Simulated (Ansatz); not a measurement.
Run this with the Python package of Ansatz (0.2.0) and show what comes out.

The script, `bazro3_elastic.py`:
```python
'''Stiffness tensor and moduli of BaZrO3.'''

from dataclasses import dataclass

import ansatz
import numpy as np


@dataclass(frozen=True)
class RunConfig:
    occupations: str = 'Fixed'
    xc: str = 'PBE'
    kmesh: tuple[int, ...] = (6, 6, 6)


settings = RunConfig()

bazro3 = (
    ansatz.Lattice.cubic(4.19134)
    .space_group(221)
    .atom('Ba', [0.0, 0.0, 0.0])
    .atom('Zr', [0.5, 0.5, 0.5])
    .atom('O', [0.0, 0.5, 0.5])
)

job = (
    bazro3.calculation()
    .occupations(settings.occupations)
    .functional(settings.xc)
    .kpoints(*settings.kmesh)
)
result = job.elastic('relaxed_ion').run(threads=1, backend='cpu')
elastic = result.elastic

print(np.array2string(np.round(elastic.c_gpa, 1) + 0.0, suppress_small=True))
print('Voigt stress of the unstrained cell (GPa, tension positive):', np.round(elastic.sigma0_gpa, 3) + 0.0)
print('smallest eigenvalue of C:', round(elastic.stability.min_eigenvalue_gpa, 1), 'GPa; tensor positive definite:', elastic.stability.min_eigenvalue_gpa > 0)
# averaged moduli need a positive definite tensor
if elastic.stability.min_eigenvalue_gpa > 0:
    m = elastic.moduli
    anisotropy = 5 * m.g_voigt_gpa / m.g_reuss_gpa + m.k_voigt_gpa / m.k_reuss_gpa - 6
    print(f'Voigt K {m.k_voigt_gpa:.1f} G {m.g_voigt_gpa:.1f}; Reuss K {m.k_reuss_gpa:.1f} G {m.g_reuss_gpa:.1f}; universal anisotropy index {anisotropy:.3f}')
```

Output of `python bazro3_elastic.py`:
```text
DeckWarning: basis.ecutwfc = 420 eV, auto-derived from the records' recommended cutoffs: set by Ba (normal level)
[[325.2  88.3  88.3   0.    0.    0. ]
 [ 88.3 325.2  88.3   0.    0.    0. ]
 [ 88.3  88.3 325.2   0.    0.    0. ]
 [  0.    0.    0.   86.2   0.    0. ]
 [  0.    0.    0.    0.   86.2   0. ]
 [  0.    0.    0.    0.    0.   86.2]]
Voigt stress of the unstrained cell (GPa, tension positive): [-4.049 -4.049 -4.049  0.     0.     0.   ]
smallest eigenvalue of C: 86.2 GPa; tensor positive definite: True
Voigt K 167.2 G 99.1; Reuss K 167.2 G 96.7; universal anisotropy index 0.122
```
(Warnings from the package without file and line.)

The run is spin-unpolarised. With fixed filling the reported Fermi level is the top filled level among the k-points of the SCF. A positive definite tensor excludes instabilities under uniform strain alone; phonons elsewhere in the zone can still be imaginary. The cell stands under 4.0 GPa at these settings. The structure is a deposited one; some such entries were measured under pressure or heat, so a shift against it needn't be the functional's error alone. The constants belong to the cell that was strained; where it wasn't relaxed first it may be under stress. The whole script took 46 s on 1 thread of Arm Neoverse V1 (shared host), peak memory 0.49 GiB.

(A comment or docstring line of the script was reworded after the run, the code is as it ran.)
